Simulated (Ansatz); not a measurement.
**GeNH₅ (built from SMILES [NH2][GeH3]): a short trajectory**

Aim: follow the atoms for 40 steps of 0.5 fs with a Langevin thermostat, with velocities drawn for 300 K, and see to which side of the barrier the system falls.

Program: Ansatz 0.2.0, Gaussian basis. Level of theory: B3LYP-D4/def2-SVP. These are calculated values, not measurements.

## 1. The starting structure

The start, a first-order saddle point found at PBE0-D4 in triple zeta: 7 atoms, charge 0, spin multiplicity 1.

Atoms are counted from 1 here; the program's logs count them from 0.

Bond lengths: Ge1–H2 1.912 Å, Ge1–N3 1.767 Å, Ge1–H4 1.752 Å, Ge1–H5 1.538 Å, Ge1–H6 1.548 Å, N3–H7 1.019 Å. Angles: H2–Ge1–N3 84.8°, H2–Ge1–H4 30.1°, H2–Ge1–H5 95.9°, H2–Ge1–H6 98.3°, N3–Ge1–H4 54.8°, N3–Ge1–H5 119.5°, N3–Ge1–H6 128.9°, H4–Ge1–H5 111.7°, H4–Ge1–H6 113.5°, H5–Ge1–H6 111.0°, Ge1–N3–H7 111.6°.

Geometry (Å):

```
Ge   -0.6078   -0.1593    0.0997
H     0.6963    0.8013    1.1160
N     0.5055    0.0799   -1.2514
H     0.9609    0.6133    0.2075
H    -1.7520    0.8438    0.3235
H    -0.7565   -1.3866    1.0310
H     0.9538   -0.7924   -1.5262
```

## 2. Dynamics

Input file md/in.yaml:

```yaml
crystal:
  periodic: [false, false, false]
  atoms:
    - {symbol: Ge, position_ang: [-0.607834, -0.159331, 0.099660]}
    - {symbol: H, position_ang: [0.696264, 0.801281, 1.116027]}
    - {symbol: N, position_ang: [0.505500, 0.079950, -1.251446]}
    - {symbol: H, position_ang: [0.960884, 0.613258, 0.207518]}
    - {symbol: H, position_ang: [-1.751976, 0.843845, 0.323521]}
    - {symbol: H, position_ang: [-0.756511, -1.386579, 1.030950]}
    - {symbol: H, position_ang: [0.953772, -0.792424, -1.526230]}
basis:
  gaussian: {orbitals: def2-SVP}
hamiltonian: {xc: {name: B3LYP}, dispersion: d4}
md: {n_steps: 40, timestep: 0.5, temperature: 300, ensemble: nvt_langevin, seed: 0, friction: 0.002, initial_velocities: maxwell_boltzmann}
```

Run with:

```sh
$ ansatz run in.yaml --threads 2 --pin off --events-out ev --progress --plain --max-ram 4352MiB
```

Before running it: what results should come out? Wanted: temperature at the start; mean temperature, second half; lowest and highest potential energy, from the first frame; largest change of potential + kinetic; bonds lost by distance.

As calculated:

```
                                                 quantity              value
                                                   length  40 steps, 20.0 fs
                                 temperature at the start              257 K
                            mean temperature, second half             2823 K
lowest and highest potential energy, from the first frame   -3295 and 58 meV
                    largest change of potential + kinetic           74.3 meV
                                   bonds lost by distance             Ge1–H4
```

What this shows: By the last frame it has moved back towards the start side of the step. The system runs downhill by 3.29 eV, and that energy turns into motion. The thermostat trades energy with the molecule, so the sum of potential and kinetic energy isn't conserved: it changes by -61 meV over the run. The mean temperature of the second half is still well above the 300 K set. The instant temperature ranges from 204 to 3836 K, as energy passes between motion and strain. Under Langevin the temperature counts 3N degrees of freedom, more than the drawn velocities fill, so it starts at 257 K, not 300 K.
